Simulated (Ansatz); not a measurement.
# SrTlW: the cost of one run

Program: Ansatz 0.2.0. Level of theory: DFT PBE, scalar-relativistic, plane waves, PAW. These are calculated values, not measurements.

1 further run of the same task is left out (it didn't finish).

**1. The system as given**

Symmetry: P4/mmm, No. 123, tetragonal system. Conventional cell: a = 4.120 Å, b = 4.120 Å, c = 5.597 Å, α = 90.00°, β = 90.00°, γ = 90.00°. Sr (site symmetry 4/mmm) has 4 W at 2.91 Å as nearest neighbours. Around Tl (site symmetry 4/mmm) lie 2 W at 2.80 Å. Around W (site symmetry 4/mmm) lie 2 Tl at 2.80 Å and 4 Sr at 2.91 Å.

Coordinates:

```
Sr Tl W
1.0
     4.11955    0.00000    0.00000
     0.00000    4.11955    0.00000
     0.00000    0.00000    5.59674
Sr Tl W
1 1 1
Direct
  0.00000 0.00000 0.00000
  0.50000 0.50000 0.50000
  0.50000 0.50000 0.00000
```

A structure generator made this guess: random cell by space group and Wyckoff sites (P4/mmm, No. 123). The dimensions are guesses.

**2. Probe: one point on a coarse mesh**

File input.yaml:

```yaml
crystal:
  lattice:
    - [4.11955468, 0.0, 0.0]
    - [0.0, 4.11955468, 0.0]
    - [0.0, 0.0, 5.59673857]
  atoms:
    - { symbol: Sr, position: [0.0, 0.0, 0.0] }
    - { symbol: Tl, position: [0.5, 0.5, 0.5] }
    - { symbol: W, position: [0.5, 0.5, 0.0] }
basis:
  ecutwfc: 420
kpoints:
  mp_grid: { grid: [4, 4, 4] }
hamiltonian:
  xc: pbe
scf:
  occupations: { method: gaussian, width: 0.1 }
  lower_state_search: "off"
output:
  forces: true
  stress: true
  eigenvalues: true
```

Run with:

```
$ ansatz run input.yaml --threads 1 --pin off --max-ram 2048MiB --backend cpu --events-out ev --progress --plain --runs-dir out
```

What time and memory should one allow on 1 thread of Arm Neoverse V1, shared host?

About 3 s, with a peak of 0.35 GiB.
